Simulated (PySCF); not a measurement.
# PbN⁻: the SCF solver's settings

The same problem is solved with other solver options, one edit a run.

Method: each script names its method and basis; program: PySCF 2.14.0.

5 further runs of the same task are left out: 2 for a known fault of the program, 3 that didn't finish.

**1. Starting geometry**

PbN⁻: 2 atoms, charge -1, spin multiplicity 1.

Bond lengths: Pb1–N2 2.150 Å.

**2. Base script**

Contents of input.py:

```python
from pyscf import gto, scf, mp

mol = gto.M(
    atom='Pb 0 0 0; N 0 0 2.15',
    basis='x2c-svpall',
    charge=-1,
    spin=0,
    verbose=4,
)
mf = scf.RHF(mol)
mf = mf.sfx2c1e()
mf.kernel()
mp.MP2(mf, frozen=35).kernel()
mf.dip_moment()
print('orbital energies (hartree):', mf.mo_energy[..., max(0, mol.nelec[1]-3):mol.nelec[0]+3].round(4))
```

Started as:

```bash
$ OMP_NUM_THREADS=1 python input.py
```

The log of this run is left out.

It gives: E(SCF) = -20937.213074 Eh, 12 cycles, E(MP2) − E(SCF) = -0.61608 Eh.

The bond length is a typed value, not an optimised one. The dipole of an ion depends on the origin.

**3. Damping 0.5**

Edit 1 changes damping: none → 0.5.

Contents of input.py:

```python
from pyscf import gto, scf, mp

mol = gto.M(
    atom='Pb 0 0 0; N 0 0 2.15',
    basis='x2c-svpall',
    charge=-1,
    spin=0,
    verbose=4,
)
mf = scf.RHF(mol)
mf = mf.sfx2c1e()
mf.damp = 0.5
mf.diis_start_cycle = 8
mf.kernel()
mp.MP2(mf, frozen=35).kernel()
mf.dip_moment()
print('orbital energies (hartree):', mf.mo_energy[..., max(0, mol.nelec[1]-3):mol.nelec[0]+3].round(4))
```

Started as:

```bash
$ OMP_NUM_THREADS=1 python input.py
```

**4. Initial guess sap**

Edit 2 changes initial guess: minao → sap.

Changes to input.py since step 2:

```diff
@@ -11,2 +11,3 @@
 mf = mf.sfx2c1e()
+mf.init_guess = 'sap'
 mf.kernel()
```

**5. Initial guess core**

Edit 3 changes initial guess: minao → core.

Changes to input.py since step 2:

```diff
@@ -11,2 +11,3 @@
 mf = mf.sfx2c1e()
+mf.init_guess = 'core'
 mf.kernel()
```

**6. Convergence threshold 1e-13 hartree**

Edit 4 changes convergence threshold: default → 1e-13 hartree.

Changes to input.py since step 2:

```diff
@@ -11,2 +11,3 @@
 mf = mf.sfx2c1e()
+mf.conv_tol = 1e-13
 mf.kernel()
```

**7. DIIS space 4**

Edit 5 changes DIIS space: default → 4.

Changes to input.py since step 2:

```diff
@@ -11,2 +11,3 @@
 mf = mf.sfx2c1e()
+mf.diis_space = 4
 mf.kernel()
```

**8. DIIS space 2**

Edit 6 changes DIIS space: default → 2.

Changes to input.py since step 2:

```diff
@@ -11,2 +11,3 @@
 mf = mf.sfx2c1e()
+mf.diis_space = 2
 mf.kernel()
```

Before running it: what results should come out? Wanted: for each run, E(SCF); from base; gap; after the SCF.

As calculated:

```tsv
run	E(SCF) (hartree)	from base (eV)	cycles	gap (eV)	after the SCF
base	-20937.213074	0	12	8.19	MP2 correlation -16.764 eV, core frozen
damping 0.5	-20937.213074	0.0000	18	8.19	MP2 correlation -16.764 eV, core frozen
initial guess sap	-20937.213074	0.0000	17	8.19	MP2 correlation -16.764 eV, core frozen
initial guess core	-20937.213074	0.0000	12	8.19	MP2 correlation -16.764 eV, core frozen
convergence threshold 1e-13 hartree	-20937.213074	0.0000	22	8.19	MP2 correlation -16.764 eV, core frozen
DIIS space 4	-20937.213074	0.0000	15	8.19	MP2 correlation -16.764 eV, core frozen
DIIS space 2	-20937.213074	0.0000	26	8.19	MP2 correlation -16.764 eV, core frozen
```

Distance from each run's final energy (log10 hartree) by cycle:

```tsv
run	cycle 1	cycle 2	cycle 3	cycle 5	cycle 8	cycle 12
base	-0.5	0.2	-2.2	-2.8	-4.7	< -11
damping 0.5	-0.5	-0.4	-0.6	-1.1	-1.0	-4.2
initial guess sap	1.2	1.8	0.5	-1.2	-2.9	-4.8
initial guess core	-0.5	0.2	-2.2	-2.8	-4.7	< -11
convergence threshold 1e-13 hartree	-0.5	0.2	-2.2	-2.8	-4.7	< -11
DIIS space 4	-0.5	0.2	-2.2	-2.8	-4.2	-7.8
DIIS space 2	-0.5	0.2	-2.2	-2.9	-3.4	-5.3
```

What this shows: The SCF energy stays the same, to the digits that matter, with damping 0.5 or initial guess sap or initial guess core or convergence threshold 1e-13 hartree or DIIS space 4 or DIIS space 2. PySCF falls back to minao for a guess that it doesn't know or can't read, so that run repeats the base. The base needs 12 cycles and the run with DIIS space 2 needs 26.
